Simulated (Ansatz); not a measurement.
**C5HAlClF7O2: basis-set convergence**

The task here is to estimate one member of a computed series from the others.

Program: Ansatz 0.2.0, Gaussian basis. Level of theory: one geometry, several basis sets. These are calculated values, not measurements.

The runs, in order: PBE0-D4/def2-SVP; ωB97M-V/def2-SVP; PBE0-D4/def2-QZVPP; ωB97M-V/def2-QZVPP; the functionals' def2-TZVPP values are taken from earlier runs.

## The geometry

All runs share one geometry, relaxed beforehand with PBE0-D4 in a triple-zeta def2 set.

17 atoms, charge 0, spin multiplicity 1.

Atoms are counted from 1 here; the program's logs count them from 0.

Bond lengths: F1–C2 1.317 Å, C2–F3 1.334 Å, C2–F4 1.334 Å, C2–C5 1.538 Å, C5–C6 1.387 Å, C5–O16 1.260 Å, C6–C7 1.387 Å, C6–H17 1.080 Å, C7–C8 1.538 Å, C7–O12 1.260 Å, C8–F9 1.317 Å, C8–F10 1.334 Å, C8–F11 1.334 Å, O12–Al13 1.821 Å, Al13–F14 1.640 Å, Al13–Cl15 2.082 Å, Al13–O16 1.821 Å. Angles: F1–C2–F3 108.9°, F1–C2–F4 108.9°, F1–C2–C5 111.6°, F3–C2–F4 108.0°, F3–C2–C5 109.7°, F4–C2–C5 109.6°, C2–C5–C6 117.8°, C2–C5–O16 115.9°, C6–C5–O16 126.3°, C5–C6–C7 120.2°, C5–C6–H17 119.9°, C7–C6–H17 119.9°, C6–C7–C8 117.8°, C6–C7–O12 126.3°, C8–C7–O12 115.9°, C7–C8–F9 111.6°, C7–C8–F10 109.6°, C7–C8–F11 109.7° and more.

The first run:

Input file in.yaml:

```yaml
crystal:
  periodic: [false, false, false]
  atoms:
    - {symbol: F, position_ang: [-2.176469, 2.492231, 1.340869]}
    - {symbol: C, position_ang: [-1.631243, 1.327579, 1.626142]}
    - {symbol: F, position_ang: [-0.913773, 1.448186, 2.744007]}
    - {symbol: F, position_ang: [-2.600619, 0.439640, 1.851544]}
    - {symbol: C, position_ang: [-0.729774, 0.829582, 0.483972]}
    - {symbol: C, position_ang: [-0.092274, -0.391464, 0.648392]}
    - {symbol: C, position_ang: [0.748312, -0.877974, -0.342120]}
    - {symbol: C, position_ang: [1.443651, -2.227087, -0.093907]}
    - {symbol: F, position_ang: [2.216529, -2.567437, -1.104797]}
    - {symbol: F, position_ang: [0.525348, -3.177243, 0.087635]}
    - {symbol: F, position_ang: [2.185528, -2.153284, 1.011980]}
    - {symbol: O, position_ang: [1.007144, -0.319844, -1.442080]}
    - {symbol: Al, position_ang: [0.317751, 1.259661, -2.030878]}
    - {symbol: F, position_ang: [1.529405, 2.360218, -2.138178]}
    - {symbol: Cl, position_ang: [-0.963727, 0.928225, -3.638535]}
    - {symbol: O, position_ang: [-0.643680, 1.587524, -0.519284]}
    - {symbol: H, position_ang: [-0.241007, -0.958913, 1.555239]}
basis:
  gaussian: {orbitals: def2-SVP}
hamiltonian: {xc: pbe0, dispersion: d4}
output: {orbitals: {seedname: orbitals}}
```

Run with:

```console
$ ansatz run in.yaml --threads 11 --pin off --events-out ev --progress --plain --max-ram 174080MiB --backend cpu
```

Steps of the session up to this table: PBE0-D4 in def2-SVP; ωB97M-V in def2-SVP; PBE0-D4 in def2-QZVPP; ωB97M-V in def2-QZVPP.

One of the session's tables, all rows but one given; the rest of the session is left out.

It belongs to the step «Functionals by basis». 

| functional | basis | HOMO (eV) | LUMO (eV) |
| --- | --- | --- | --- |
| PBE0-D4 | def2-SVP | -8.96 | -3.84 |
| PBE0-D4 | def2-TZVPP | ? | ? |
| PBE0-D4 | def2-QZVPP | -9.04 | -3.90 |
| ωB97M-V | def2-SVP | -11.08 | -1.66 |
| ωB97M-V | def2-TZVPP | -11.14 | -1.72 |
| ωB97M-V | def2-QZVPP | -11.18 | -1.76 |

Q: Estimate the row for PBE0-D4, def2-TZVPP from the others.

As computed: HOMO (eV): -9.00; LUMO (eV): -3.86. In the column «HOMO (eV)» it lies between PBE0-D4, def2-QZVPP (-9.04) and PBE0-D4, def2-SVP (-8.96).
